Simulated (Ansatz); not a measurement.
Working through a rigid scan of one bond angle of C2H3AlTe, SMILES [TeH][C]1=[CH][AlH]1

Program: Ansatz 0.2.0 through its Python package.

Run as a notebook:

In [1]:
```python
import ansatz
from ase import Atoms
```

In [2]:
```python
BASIS_SET = "def2-SVP"
XC = "B3LYP"
VDW = "d4"
FMAX = 0.02
```

In [3]:
```python
atoms = Atoms(["Te", "C", "C", "Al", "H", "H", "H"], positions=[
    (-2.2692, -0.4299, -0.8468),
    (-0.3699, -0.2856, -0.0465),
    (0.4259, -0.2977, 1.1176),
    (1.482, -0.0987, -0.4103),
    (-2.4562, 1.3338, -0.7578),
    (0.5129, -0.3566, 2.2106),
    (2.7357, 0.0666, -1.3125),
])

# relax first, so that the scan starts from a minimum
first = (
    ansatz.Crystal.molecule_from_ase(atoms).calculation()
    .basis(gaussian=BASIS_SET)  # atom-centred Gaussian functions
    .functional(XC, dispersion=VDW)
    .relax(force_tolerance=FMAX, max_steps=80)
)
atoms.positions = first.run(threads=1).report["positions_ang"]
```

In [4]:
```python
rows = []
for angle in [85, 95, 105, 115, 125, 140, 160]:
    bent = atoms.copy()
    bent.set_angle(1, 0, 4, angle, indices=[4])
    calculation = ansatz.Crystal.molecule_from_ase(bent).calculation()
    calculation = calculation.basis(gaussian=BASIS_SET)
    calculation = calculation.functional(XC, dispersion=VDW)
    rows.append((angle, calculation.run(threads=1).report["free_energy_ev"]))
floor = min(e for _, e in rows)
for angle, e in rows:
    print(f"angle C1-Te0-H4 = {angle:3d} deg   {1000 * (e - floor):9.1f} meV")
```
```text
angle C1-Te0-H4 =  85 deg        48.5 meV
angle C1-Te0-H4 =  95 deg         0.0 meV
angle C1-Te0-H4 = 105 deg        87.3 meV
angle C1-Te0-H4 = 115 deg       293.0 meV
angle C1-Te0-H4 = 125 deg       602.2 meV
angle C1-Te0-H4 = 140 deg      1228.6 meV
angle C1-Te0-H4 = 160 deg      2263.1 meV
```

The scan is rigid, and the energies are electronic, in a modest basis. The zero is the lowest point of the grid, which needn't be the minimum. def2 sets replace the cores of elements past krypton by effective core potentials. b3lyp holds the VWN-RPA fit, as in Gaussian; the form of ORCA and Turbomole is b3lyp5. Hardware and time: 100 s on 1 thread of Arm Neoverse V1 (shared host), peak memory 0.26 GiB.
